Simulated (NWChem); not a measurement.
# triplet C2H6Te at 5 levels

We compute a comparison of 5 runs (UHF/STO-3G, UHF/3-21G, UB3LYP/def2-SVP, UM06-2X/def2-SVP, UPBE0/def2-SVP) of triplet C2H6Te. 

The calculation is run with NWChem 7.3.0.

4 further runs of the same task are left out: 4 set aside as unsound or not needed.

## (1) The structure to begin with

C2H6Te has 9 atoms, charge 0, and is taken as a triplet. As SMILES of the parent species, `C[Te]C`. The shape is that of a PBE0-D4/def2-TZVP optimisation. That shape belongs to the parent species and isn't relaxed for this state.

Bond lengths: C1–Te2 2.136 Å, Te2–C3 2.136 Å, C1–H4 1.088 Å, C1–H5 1.089 Å, C1–H6 1.088 Å, C3–H7 1.088 Å, C3–H8 1.089 Å, C3–H9 1.088 Å. Some angles: C1–Te2–C3 94.5°, Te2–C1–H4 109.8°, Te2–C1–H5 107.3°, Te2–C1–H6 109.8°, Te2–C3–H7 109.8°, Te2–C3–H8 107.3°, Te2–C3–H9 109.8°, H4–C1–H5 109.5°, H4–C1–H6 110.7°, H5–C1–H6 109.5°.

## (2) A single-point energy at UHF/STO-3G (run 1)

run.py

```python
from ase import Atoms
from ase.calculators.nwchem import NWChem

mol = Atoms(['C', 'Te', 'C', 'H', 'H', 'H', 'H', 'H', 'H'], positions=[
    [-0.777200, 1.019100, -0.891200],
    [1.243600, 0.371500, -0.646000],
    [0.782100, -1.033900, 0.895200],
    [-1.399600, 0.180000, -1.196200],
    [-0.781500, 1.778500, -1.672300],
    [-1.141900, 1.451600, 0.038500],
    [0.094100, -1.786500, 0.514800],
    [1.716500, -1.510400, 1.189400],
    [0.352600, -0.516200, 1.750700],
])

calc = NWChem(
    label='mol',
    theory='scf',
    memory='2200 mb',
    basis='STO-3G',
    basispar='spherical bse',
    scf={'nopen': '2', 'uhf': None, 'thresh': '1e-08', 'maxiter': '80'},
    task='energy',
)
mol.calc = calc

e = mol.get_potential_energy()
print(f"E = {e:.6f} eV")
```

Started as:

```sh
export ASE_NWCHEM_COMMAND="nwchem PREFIX.nwi > PREFIX.nwo"
python run.py
```

Output:

```text
E = -180281.945393 eV
```

The calculator wrote mol.nwi:

```
title "mol"

permanent_dir mol

scratch_dir mol

start mol

geometry units angstrom nocenter noautosym noautoz
  C  -7.7720000000000000e-01 1.0190999999999999e+00 -8.9119999999999999e-01
  Te 1.2436000000000000e+00 3.7150000000000000e-01 -6.4600000000000002e-01
  C  7.8210000000000002e-01 -1.0339000000000000e+00 8.9520000000000000e-01
  H  -1.3996000000000000e+00 1.7999999999999999e-01 -1.1961999999999999e+00
  H  -7.8149999999999997e-01 1.7785000000000000e+00 -1.6722999999999999e+00
  H  -1.1418999999999999e+00 1.4516000000000000e+00 3.8500000000000000e-02
  H  9.4100000000000003e-02 -1.7865000000000000e+00 5.1480000000000004e-01
  H  1.7164999999999999e+00 -1.5104000000000000e+00 1.1894000000000000e+00
  H  3.5260000000000002e-01 -5.1619999999999999e-01 1.7506999999999999e+00
end

memory 2200 mb

basis spherical bse noprint
   * library STO-3G
end

scf
  nopen 2
  uhf
  thresh 1e-08
  maxiter 80
end

task scf energy
```

mol.nwo:

```text
Northwest Computational Chemistry Package (NWChem) 7.3.0
             --------------------------------------------------------

           Job information
           ---------------

    nwchem branch   = 7.3.0
    use scalapack   = T
    input           = mol.nwi
    prefix          = mol.
    data base       = mol/mol.db
    status          = startup
    nproc           =        1

           Memory information
           ------------------

[... 5 lines left out ...]
    hardfail = no
[... 38 lines left out ...]
            Nuclear Dipole moment (a.u.)
[... 95 lines left out ...]
         Quadratically convergent UHF
[... 23 lines left out ...]
       Final UHF  results
[... 5 lines left out ...]
 Nuclear repulsion energy =    247.899274484975
[... 255 lines left out ...]
                     UHF Final Beta Molecular Orbital Analysis
[... 209 lines left out ...]
       Multipole analysis of the density wrt the origin
       ------------------------------------------------

     L   x y z        total         alpha         beta         nuclear
     -   - - -        -----         -----         ----         -------
     0   0 0 0     -0.000000    -36.000000    -34.000000     70.000000

     1   1 0 0     -0.101256    -61.866605    -58.301793    120.067142
[... 8 lines of this table left out ...]
     2   0 0 2    -30.154950    -90.631496    -83.250796    143.727342

 Task  times  cpu:        8.6s     wall:        8.6s
 Total times  cpu:        8.6s     wall:        8.6s
```

It took 9.6 s on 1 thread of AMD EPYC 9R45 (Zen 5), shared host; peak memory 0.1 GiB.

## (3) The energy at UHF/3-21G (run 2)

nw.nw

```
START nw
TITLE "C2H6Te energy"
memory 2200 mb

GEOMETRY units angstroms noautosym nocenter noautoz
  C     -0.777200     1.019100    -0.891200
  Te     1.243600     0.371500    -0.646000
  C      0.782100    -1.033900     0.895200
  H     -1.399600     0.180000    -1.196200
  H     -0.781500     1.778500    -1.672300
  H     -1.141900     1.451600     0.038500
  H      0.094100    -1.786500     0.514800
  H      1.716500    -1.510400     1.189400
  H      0.352600    -0.516200     1.750700
END

BASIS spherical bse
  C library 3-21G
  Te library 3-21G
  H library 3-21G
END

SCF
  triplet
  uhf
  thresh 1e-08
  maxiter 80
END

TASK scf energy
```

Started as:

```sh
nwchem nw.nw > nw.out
```

Output:

```text
[...]
  functions       =    61
[...]
  wavefunction    = UHF
[...]
         Total SCF energy =  -6661.360698341711
      One electron energy =  -9663.528970900305
      Two electron energy =   2754.268998073618
 Nuclear repulsion energy =    247.899274484976
                       Sz =      1.0000
                 Sz(Sz+1) =      2.0000
                      S^2 =      2.0166
[...]
```

It took 5.4 s on 1 thread of AMD EPYC 9R45 (Zen 5), shared host; peak memory 0.1 GiB.

Runs 3 to 4 aren't shown in full; the table further down has their settings and results.

## (4) The energy at UPBE0/def2-SVP (core potential) (run 5)

geom.nw

```
echo
START geom
TITLE "C2H6Te"
memory 2200 mb
charge 0

GEOMETRY units au noautosym nocenter noautoz
  C  -1.46869514  1.92581989 -1.68412392
  Te  2.35006341  0.70203326 -1.22076308
  C   1.47795480 -1.95378784  1.69168283
  H  -2.64486068  0.34015070 -2.26049039
  H  -1.47682097  3.36087791 -3.16018900
  H  -2.15787826  2.74312644  0.07275446
  H   0.17782323 -3.37599572  0.97283101
  H   3.24371489 -2.85424234  2.24764025
  H   0.66631743 -0.97547663  3.30834353
END

BASIS spherical bse
  * library def2-SVP
END

ECP bse
  Te library def2-SVP
END

DFT
  xc pbe0
  mult 3
  grid xfine
  convergence energy 1e-08
  iterations 100
  mulliken
  noprint "final vectors analysis"
END

TASK dft
```

Started as:

```sh
nwchem geom.nw > geom.out
```

Output:

```text
[...]
          Wavefunction type:  spin polarized.
          No. of atoms     :     9
          No. of electrons :    42
[...]
          Charge           :     0
          Spin multiplicity:     3
[...]
          AO basis - number of functions:    84
[...]
              XC Information
              --------------
                         PBE0 Method XC Functional
                     Hartree-Fock (Exact) Exchange  0.250
          PerdewBurkeErnzerhof Exchange Functional  0.750
            Perdew 1991 LDA Correlation Functional  1.000 local
           PerdewBurkeErnz. Correlation Functional  1.000 non-local
[...]
 d= 0,ls=0.0,diis     1   -347.5191227311 -4.79D+02  8.49D-03  4.67D-02     4.2
[...]
 d= 0,ls=0.0,diis    10   -347.5478415068 -1.99D-09  1.25D-06  1.51D-09    40.6
[...]
         Total DFT energy =     -347.547841506785
      One electron energy =     -834.590149013816
           Coulomb energy =      389.139009963740
    Exchange-Corr. energy =      -33.769616458957
 Nuclear repulsion energy =      131.672914002248
[...]
      Total Density - Mulliken Population Analysis
     ---------------------------------------------
    Atom       Charge   Shell Charges
 -----------   ------   -------------------------------------------------------
    1 C    6     6.29   1.99  0.89  0.26  2.07  1.06  0.02
    2 Te  24    23.86   0.28  1.77  1.34  0.53  3.14  2.89  1.99  1.70  9.82  0.39
    3 C    6     6.29   1.99  0.89  0.26  2.07  1.06  0.02
    4 H    1     0.93   0.72  0.18  0.03
    5 H    1     0.92   0.73  0.17  0.02
    6 H    1     0.93   0.73  0.18  0.03
    7 H    1     0.93   0.73  0.18  0.03
    8 H    1     0.92   0.73  0.17  0.02
    9 H    1     0.93   0.73  0.18  0.03
[...]
      <S2> =      2.0036 (Exact =     2.0000)
[...]
```

Wall time 41 s (1 thread of AMD EPYC 9R45 (Zen 5), shared host); peak memory 0.15 GiB.

## (5) Overview of the runs

```tsv
run	level	iteration cap	module	energy (Eh)	dipole moment (D)	HOMO energy (eV)	LUMO energy (eV)	wall time
1	UHF/STO-3G	80	scf	-6625.239348	0.30	-0.62	2.65	9.6 s
2	UHF/3-21G	80	scf	-6661.360698	1.08	-4.03	-0.06	5.4 s
3	UB3LYP/def2-SVP (core potential)	100	dft	-347.727449	1.04	-2.05	–	41 s
4	UM06-2X/def2-SVP (core potential)	100	dft	-347.506219	1.05	-3.01	-2.72	63 s
5	UPBE0/def2-SVP (core potential)	100	dft	-347.547842	1.16	–	–	41 s
```

## (6) Results

```
            quantity          value
 run 5: total energy  -347.54784 Eh
run 5: dipole moment         1.16 D
         run 5: ⟨S²⟩          2.004
```

The dipole moment (its size) runs from 0.30 D (UHF/STO-3G) to 1.16 D (UPBE0/def2-SVP). The two ends differ in method and basis and core potential. Totals of different functionals can't be ranked against each other. Some runs of one species differ in core potentials or relativity; totals across that change don't compare. In run 1 the basis is minimal, so the values are rough. In runs 1, 2 relativity is left out where basis or elements ask for it. All runs together took 2.7 min, the longest 63 s.
